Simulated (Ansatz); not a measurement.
Cd2S: band structure with PBEsol

The system is Cd2S.

```xyz
3
Lattice="3.9627 0.0000 0.0000 -1.9813 3.4318 0.0000 0.0000 0.0000 5.8092" Properties=species:S:1:pos:R:3 pbc="T T T"
Cd    0.0000    2.2878    5.4183
Cd    1.9813    1.1439    3.3620
S     0.0000    2.2878    2.1245
```

The cell comes from a database or a generator and needn't be the stable form of this composition.

```json
{
 "Program": "Ansatz 0.2.0",
 "Task": "band structure",
 "Functional": "PBEsol",
 "Potentials or basis": "all-electron LAPW, scalar-relativistic",
 "Cutoff": "229 eV (chosen from the basis error)",
 "Basis error allowed": "0.002 eV/atom",
 "k mesh": "8 × 8 × 5",
 "Occupations": "fermi-dirac, width 0.05 eV",
 "Spin": "no spin polarisation"
}
```

```yaml
Pressure: -3.0 GPa
Largest_force: 0.143 eV/Å
Band_gap_on_the_k_mesh: 0.22 eV, indirect (least direct gap 0.56 eV)
Band_gap_along_the_path: 0.63 eV, indirect (least direct gap 1.26 eV)
```

Forces in eV/Å, atoms in the order of the input:
```
Cd   0.000  0.000  0.028
Cd   0.000  0.000 -0.143
S    0.000  0.000  0.115
```

Stress tensor (GPa, compression positive):
```
-2.72  0.00  0.00
 0.00 -2.72  0.00
 0.00  0.00 -3.54
```

Levels at the corners of the path, in eV from the valence-band top:
| point | band 25 | band 26 | band 27 | band 28 | band 29 | band 30 |
| --- | --- | --- | --- | --- | --- | --- |
| Γ | -3.63 | -0.63 | -0.63 | 3.18 | 5.03 | 6.81 |
| M | -2.93 | -1.51 | -1.19 | 0.63 | 3.17 | 4.71 |
| K | -2.91 | -2.71 | -0.35 | 0.91 | 2.56 | 4.15 |
| Γ | -3.63 | -0.63 | -0.63 | 3.18 | 5.03 | 6.81 |
| A | -0.55 | -0.55 | -0.13 | 1.16 | 4.74 | 6.40 |
| L | -3.66 | -1.30 | -0.92 | 1.64 | 3.37 | 4.51 |
| H | -3.27 | -2.51 | -0.28 | 1.15 | 2.13 | 5.16 |
| A | -0.55 | -0.55 | -0.13 | 1.16 | 4.74 | 6.40 |

Wall time 26 s on 2 threads of Arm Neoverse V1 (shared host), peak memory 0.35 GiB.
